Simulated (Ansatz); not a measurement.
two structures of Na, a comparison of enthalpies under pressure

With the Ansatz DFT code, driven from Python.

Interactive session:
```pycon
>>> import warnings
>>> import ansatz as az
>>> import numpy as np
>>> from tabulate import tabulate
>>> def sc(A, a):
...     return (
...         az.Lattice.cubic(a)
...         .space_group(221)
...         .atom(A, [0, 0, 0])
...     )
...
>>> def fcc(a_site, a):
...     return (
...         az.Lattice.fcc(a)
...         .space_group(225)
...         .atom(a_site, [0, 0, 0])
...         .primitive()
...     )
...
>>> def solve(name, crystal, pressure=0.0):
...     calc = (
...         crystal.calculation()
...         .scf(tolerance=1e-10)
...         .functional(az.Functional.PBESOL)
...         .basis(500)  # plane waves up to this kinetic energy
...         .kpoints(spacing=0.16)  # sampling of the Brillouin zone
...         .occupations("cold", width=0.1)  # the run then minimises F = E - TS
...     )
...     calc = calc.relax(force_tolerance=0.01, max_steps=60, cell=True, pressure=pressure)
...     return calc.run(threads=1, pin="off")
...
>>> def volume_per_atom(outcome):
...     return abs(np.linalg.det(outcome.lattice.cell_ang)) / len(outcome.lattice.sites)
...
>>> warnings.simplefilter("ignore", az.DeckWarning)
>>> phases = {}
>>> phases["sc"] = sc("Na", 3.51)
>>> phases["fcc"] = fcc("Na", 5.39)
>>> # enthalpy per atom at each pressure
>>> pressures = [0, 5, 10, 20]
>>> enthalpy, volume = {name: [] for name in phases}, {name: [] for name in phases}
>>> for p in pressures:
...     for name, crystal in phases.items():
...         o = solve(name, crystal, pressure=p)
...         volume[name].append(volume_per_atom(o))
...         enthalpy[name].append(o.report["energy_sigma0_ev"] / len(o.lattice.sites) + p * volume[name][-1] / 160.21766)
...
>>> gap = np.array(enthalpy["fcc"]) - np.array(enthalpy["sc"])
>>> rows = [(p, va, vb, 1000 * d) for p, va, vb, d in zip(pressures, volume["sc"], volume["fcc"], gap)]
>>> print(tabulate(rows, headers=["P (GPa)", "V sc (A^3/atom)", "V fcc (A^3/atom)", "H(fcc) - H(sc) (meV/atom)"], floatfmt=".4f", tablefmt="plain"))
  P (GPa)    V sc (A^3/atom)    V fcc (A^3/atom)    H(fcc) - H(sc) (meV/atom)
        0            38.9692             36.3498                    -119.6556
        5            26.4125             25.8903                    -154.9045
       10            22.2091             22.0085                    -165.4293
       20            18.1150             18.1184                    -170.0885
>>> crossings = [p0 - g0 * (p1 - p0) / (g1 - g0) for p0, p1, g0, g1 in zip(pressures, pressures[1:], gap, gap[1:]) if g0 * g1 < 0]
>>> print("crossing near", [round(float(p), 1) for p in crossings], "GPa") if crossings else print("no crossing in this range")
no crossing in this range
```

Reading the output:
- Total energies depend on the potentials; only differences at equal settings carry meaning.
- At a fixed pressure a relaxation lowers the enthalpy F + PV, while F alone can rise.
- Only these two structures are compared, at zero temperature and with their symmetry kept; either may be hypothetical, and another phase may be lower than both. Differences under 10 to 15 meV an atom lie within the error of mesh and functional.
- The cells are prototypes set up for this calculation and needn't exist.
- It ran for 2.7 min on 1 thread of Arm Neoverse N1, on a shared host, peak memory 0.42 GiB.
